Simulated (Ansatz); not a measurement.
Run this with Ansatz 0.2.0 through its Python package and show what comes out.

Contents of `gdcusi.cif`:
```cif
data_GdCuSi
_cell_length_a 4.084614
_cell_length_b 4.084614
_cell_length_c 4.033322
_cell_angle_alpha 90.00000
_cell_angle_beta 90.00000
_cell_angle_gamma 120.00000
_symmetry_space_group_name_H-M 'P 1'
_symmetry_Int_Tables_number 1
loop_
_symmetry_equiv_pos_as_xyz
'x, y, z'
loop_
_atom_site_label
_atom_site_type_symbol
_atom_site_fract_x
_atom_site_fract_y
_atom_site_fract_z
Gd1 Gd    0.666667    0.333333    0.000000
Si2 Si    0.333333    0.666667    0.500000
Cu3 Cu    0.000000    0.000000    0.500000
```

The script, `gdcusi.py`:
```python
# -*- coding: utf-8 -*-
"""SCF run for GdCuSi."""

from pathlib import Path
import warnings

import ansatz as az
from ase.io import read
import numpy as np

warnings.simplefilter("ignore", az.DeckWarning)

atoms = read("gdcusi.cif")
cell = az.Crystal.from_ase(atoms).moments(Gd=7)

# the calculation
calculation = cell.calculation()
calculation = calculation.spin(az.SpinTreatment.COLLINEAR).functional("PBEsol", dispersion="d3bjatm")
calculation = calculation.kpoints(8, 8, 7, center="monkhorst-pack")
calculation = calculation.scf(max_iterations=200)
calculation = calculation.occupations(az.OccupationsMethod.GAUSSIAN).band_table()
calculation = calculation.populations().stress()
out = calculation.run()
rep = out.report

energy = rep["free_energy_ev"]
print("GdCuSi: {:.6f} eV = {:.6f} Ry = {:.6f} Ha".format(energy, energy / 13.605693, energy / 27.211386))
print("Fermi level {:.4f} eV, {} k-points, {} symmetry operations".format(rep["fermi_energy_ev"], rep["n_kpoints"], rep["n_symmetry_ops"]))

edges = rep.get("band_edges_ev")
if edges:
    print(f"band edges on the mesh: {edges[0]:.3f} and {edges[1]:.3f} eV, gap {edges[1] - edges[0]:.3f} eV")
else:
    print("no band edges reported; Fermi level", round(rep["fermi_energy_ev"], 3), "eV")

files = Path(out.write_results("tables"))
print((files / "populations.tsv").read_text())

# pressure is a third of the trace
print("pressure by term (GPa)")
for term, tensor in rep["stress_terms_gpa"].items():
    print(f"  {term:28s} {np.trace(np.array(tensor)) / 3:12.3f}")
print(f"  {'total':28s} {np.trace(np.array(rep['stress_gpa'])) / 3:12.3f}")
```

Running `python gdcusi.py` prints:
```text
GdCuSi: -16441.452053 eV = -1208.424448 Ry = -604.212224 Ha
Fermi level 12.3681 eV, 80 k-points, 4 symmetry operations
no band edges reported; Fermi level 12.368 eV
# site	symbol	l	j	q_up	q_dn
# orbitals = lowdin
# n_electrons = 41.000000
# spilling = 0.005184
# projection_atom_Gd: [Kr 4d10] 4f7 5s2 5p6 5d1 6s2
0	Gd	0_5S	-	0.985088	0.987855
0	Gd	0_6S	-	0.266459	0.227180
0	Gd	1_5P	-	2.994521	2.988310
0	Gd	2_5D	-	1.293602	0.899279
0	Gd	3_4F	-	6.993822	0.120576
1	Si	0_3S	-	0.663282	0.676641
1	Si	1_3P	-	1.647049	1.676453
2	Cu	0_3S	-	0.994964	0.994873
2	Cu	0_4S	-	0.357957	0.358820
2	Cu	1_3P	-	2.998402	2.997965
2	Cu	2_3D	-	4.832937	4.831431

pressure by term (GPa)
  kinetic                          1362.734
  hartree                          2940.421
  ewald                           -4501.750
  local_pseudopotential             521.329
  nonlocal_pseudopotential         -299.319
  augmentation                      271.142
  nlcc                             -186.601
  hubbard                             0.000
  exx                                 0.000
  electric_field                      0.000
  mag_constraint                      0.000
  xc                               -111.961
  dispersion                         -3.240
  external_charges                    0.000
  augmentation_tail                  -0.008
  scf_correction                      0.000
  pulay_correction                    0.046
  total                              -7.207
```

Caveats:
- These settings explore the input space; cutoff and mesh may be short of convergence.
- Open f shells: without a Hubbard U, without spin-orbit coupling; the state reached hangs on the start and needn't be the lowest.
- Dispersion corrections can be off by several per cent in the lattices of metals, and by several GPa in the pressure at a fixed cell.
- The mesh is modest for a metal, so energies can be off by several to tens of meV an atom and pressures by half a GPa or more; differences at equal mesh fare better.
- The zero of the levels is a convention of the potentials, so an absolute Fermi energy is no work function.
- The mesh has less symmetry than the crystal, which the program warned of.
- Pressure is positive in compression.
- At these settings the cell as given stands under about -7 GPa, so it isn't at this functional's equilibrium volume.
- The structure comes from a database of computed cells and needn't be a stable or known phase.
- Levels are Kohn-Sham eigenvalues on this mesh, without spin-orbit coupling.
- The script silences the warnings on its input, which a real study should read.

(A comment or docstring line of the script was reworded after the run, the code is as it ran; lines on the test bed's own set-up are left out of the output.)
